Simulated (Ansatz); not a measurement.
# CaTa2: the cost of one run

Method: DFT PBE, scalar-relativistic, plane waves, PAW, in Ansatz 0.2.0.

## (1) Starting point

It takes space group P6/mmm (No. 191, hexagonal). The conventional cell has a = 3.952 Å, b = 3.952 Å, c = 4.268 Å, α = 90.00°, β = 90.00°, γ = 120.00°. Ca (site symmetry 6/mmm) is surrounded by 12 Ta at 3.12 Å. Around Ta (site symmetry -6m2) lie 3 Ta at 2.28 Å.

Structure file:

```xyz
3
Lattice="3.9524 0.0000 0.0000 -1.9762 3.4229 0.0000 0.0000 0.0000 4.2675" Properties=species:S:1:pos:R:3 pbc="T T T"
Ca    0.0000    0.0000    0.0000
Ta    0.0000    2.2819    2.1338
Ta    1.9762    1.1410    2.1338
```

This is candidate A: AlB2 type (P6/mmm, No. 191).

(A quick probe on a coarse mesh, which set the mesh and smearing, is not shown.)

## (3) Coarse relaxation (candidate A)

The input, input.yaml:

```yaml
crystal:
  lattice:
    - [3.9523704176, 0.0, 0.0]
    - [-1.9761852088, 3.4228531868, 0.0]
    - [0.0, 0.0, 4.2675095871]
  atoms:
    - { symbol: Ca, position: [0.0, 0.0, 0.0] }
    - { symbol: Ta, position: [0.3333333333, 0.6666666667, 0.5] }
    - { symbol: Ta, position: [0.6666666667, 0.3333333333, 0.5] }
basis:
  ecutwfc: 420
kpoints:
  mp_grid: { grid: [6, 6, 4] }
hamiltonian:
  xc: pbe
scf:
  occupations: { method: gaussian, width: 0.1 }
  lower_state_search: "off"
output:
  forces: true
  stress: true
  eigenvalues: true
relax:
  adjacent_minimum: "off"
  f_tol: 0.04
  max_steps: 70
  cell: { stress_tol: 0.4 }
```

Run with:

```bash
$ ansatz run input.yaml --threads 1 --pin off --max-ram 2560MiB --backend cpu --events-out ev --progress --plain --runs-dir out
```

Q: Estimate wall time and peak memory on 1 thread of Intel Xeon 6975P-C (Granite Rapids), shared host.

About 13 s, with a peak of 0.38 GiB.
